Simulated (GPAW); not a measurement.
Crystal: Mo3Ru3C2.

```
Ru Mo C
1.0
     2.90927    0.00000    0.00000
    -1.45463    2.51950    0.00000
     0.00000    0.00000   13.88332
Ru Mo C
3 3 2
Direct
  0.33333 0.66667 0.34598
  0.00000 0.00000 0.50000
  0.66667 0.33333 0.65402
  0.33333 0.66667 0.81211
  0.00000 0.00000 0.00000
  0.66667 0.33333 0.18789
  0.66667 0.33333 0.90117
  0.33333 0.66667 0.09883
```

The cell comes from a database or a generator and needn't be the stable form of this composition.

Base run:

```yaml
Program: GPAW 26.7.0
Functional: PBE
Potentials_or_basis: GPAW PAW data sets (gpaw-data 1.2.1)
Cutoff: 800 eV
Basis: pw
k_mesh: 7 × 7 × 2
Occupations: fermi-dirac, width 0.05 eV
Spin: no spin polarisation
```

Its results: pressure -3.0 GPa; largest force 0.190 eV/Å.

**Question.** The run is repeated on the same cell with these changes: functional from PBE to LDA; potentials or basis from GPAW PAW data sets (gpaw-data 1.2.1) to the program's PAW data sets (release 1.2.1) made for this functional. What comes out?

**Answer.** Pressure -17.7 GPa; largest force 0.090 eV/Å.
